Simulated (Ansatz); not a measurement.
# Sr3Sc under changes of volume

One of the cells (44.765 Å³/atom); the others are scaled copies at fixed shape and fractional positions:

```
Sr Sc
1.0
    -2.78132    2.78132    5.78673
     2.78132   -2.78132    5.78673
     2.78132    2.78132   -5.78673
Sr Sc
3 1
Direct
  0.50000 0.50000 0.00000
  0.25000 0.75000 0.50000
  0.75000 0.25000 0.50000
  0.00000 0.00000 0.00000
```

The cell comes from a database or a generator and needn't be the stable form of this composition.

* Program: Ansatz 0.2.0
* Functional: PBE
* Potentials or basis: Ansatz PAW
* Cutoff: 420 eV (not typed: the program's choice for these potentials)
* k mesh: 7 × 7 × 7
* Occupations: fermi-dirac, width 0.05 eV
* Spin: no spin polarisation

| volume (Å³/atom) | energy over the lowest point (meV/atom) | pressure (GPa) |
| --- | --- | --- |
| 42.079 | 7.55 | 1.0 |
| 42.974 | 3.07 | 0.7 |
| 43.869 | 0.60 | 0.3 |
| 44.765 | 0.00 | 0.0 |
| 45.660 | 1.11 | -0.3 |
| 46.555 | ? | ? |
| 47.450 | 7.94 | -0.8 |

What does the run at 46.555 Å³/atom give?

Energy over the lowest point 3.80 meV/atom; pressure -0.6 GPa.

Worked out: A Birch-Murnaghan fit of order 3 (a polynomial in V^(-2/3)) to the other rows has its minimum at 44.62 Å³/atom with B0 = V·E''(V) = 15.5 GPa and B' = 3.1 at fixed shape and positions, which overstates the stiffness. It gives 3.80 meV/atom at 46.555 Å³/atom, against the run's 3.80, and -dE/dV = -0.6 GPa, against -0.6.

Energies are extrapolated to zero smearing.
